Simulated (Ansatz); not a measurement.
# CH₆AlNOZn: basis-set convergence

An exercise on one series of results from a longer session: the logs are not shown, and one member is left open.

Computed with Ansatz 0.2.0, Gaussian basis. Level: one geometry, several basis sets.

Plan: PBE0-D4/def2-SVP; ωB97M-V/def2-SVP; PBE0-D4/def2-QZVPP; ωB97M-V/def2-QZVPP; the functionals' def2-TZVPP values are taken from earlier runs.

### The relaxed structure

The geometry comes from an earlier relaxation with PBE0-D4 in a triple-zeta def2 set; it is a stationary point, not always the lowest conformer.

SMILES `[CH3][Zn][O][AlH][NH2]`, 11 atoms, charge 0, spin multiplicity 1.

Atoms are counted from 1 here; the program's logs count them from 0.

Bond lengths: C1–Zn2 1.918 Å, C1–H6 1.092 Å, C1–H7 1.092 Å, C1–H8 1.092 Å, Zn2–O3 1.758 Å, O3–Al4 1.672 Å, Al4–N5 1.768 Å, Al4–H9 1.583 Å, N5–H10 1.007 Å, N5–H11 1.007 Å. Angles: Zn2–C1–H6 110.6°, Zn2–C1–H7 110.7°, Zn2–C1–H8 110.6°, H6–C1–H7 108.3°, H6–C1–H8 108.3°, H7–C1–H8 108.3°, C1–Zn2–O3 179.3°, Zn2–O3–Al4 166.3°, O3–Al4–N5 120.4°, O3–Al4–H9 122.1°, N5–Al4–H9 117.5°, Al4–N5–H10 125.6°, Al4–N5–H11 123.9°, H10–N5–H11 110.5°.

As a file:

| atom | x (Å) | y (Å) | z (Å) |
| --- | --- | --- | --- |
| C1 | -2.02652 | -1.91847 | 1.70267 |
| Zn2 | -0.78760 | -0.79593 | 0.76309 |
| O3 | 0.33368 | 0.23446 | -0.11603 |
| Al4 | 1.62157 | 1.17254 | -0.62452 |
| N5 | 1.59586 | 1.94108 | -2.21655 |
| H6 | -2.23289 | -2.82588 | 1.13166 |
| H7 | -2.97059 | -1.39566 | 1.86839 |
| H8 | -1.62105 | -2.20938 | 2.67371 |
| H9 | 2.89750 | 1.40960 | 0.28113 |
| H10 | 0.84926 | 1.87209 | -2.88816 |
| H11 | 2.34078 | 2.51555 | -2.57538 |

The first run:

in.yaml

```yaml
crystal:
  periodic: [false, false, false]
  atoms:
    - {symbol: C, position_ang: [-2.026525, -1.918470, 1.702673]}
    - {symbol: Zn, position_ang: [-0.787598, -0.795926, 0.763089]}
    - {symbol: O, position_ang: [0.333682, 0.234461, -0.116027]}
    - {symbol: Al, position_ang: [1.621572, 1.172544, -0.624523]}
    - {symbol: N, position_ang: [1.595864, 1.941082, -2.216554]}
    - {symbol: H, position_ang: [-2.232887, -2.825884, 1.131657]}
    - {symbol: H, position_ang: [-2.970592, -1.395665, 1.868390]}
    - {symbol: H, position_ang: [-1.621054, -2.209377, 2.673713]}
    - {symbol: H, position_ang: [2.897496, 1.409599, 0.281126]}
    - {symbol: H, position_ang: [0.849262, 1.872087, -2.888163]}
    - {symbol: H, position_ang: [2.340779, 2.515549, -2.575382]}
basis:
  gaussian: {orbitals: def2-SVP}
hamiltonian: {xc: pbe0, dispersion: d4}
output: {orbitals: {seedname: orbitals}}
```

Command:

```console
ansatz run in.yaml --threads 4 --pin off --events-out ev --progress --plain --max-ram 10444MiB
```

Steps of the session up to this table: PBE0-D4 in def2-SVP; ωB97M-V in def2-SVP; PBE0-D4 in def2-QZVPP; ωB97M-V in def2-QZVPP.

One table of the session follows, with a row left open; its other results are not shown here.

It belongs to the step «Density functionals: the series». 

| functional | basis | HOMO (eV) |
| --- | --- | --- |
| PBE0-D4 | def2-SVP | ? |
| PBE0-D4 | def2-TZVPP | -7.04 |
| PBE0-D4 | def2-QZVPP | -7.09 |
| ωB97M-V | def2-SVP | -9.12 |
| ωB97M-V | def2-TZVPP | -9.45 |
| ωB97M-V | def2-QZVPP | -9.50 |

**Question.** Estimate the row for PBE0-D4, def2-SVP.

As computed: HOMO (eV): -6.74. In the column «HOMO (eV)» it is the highest.
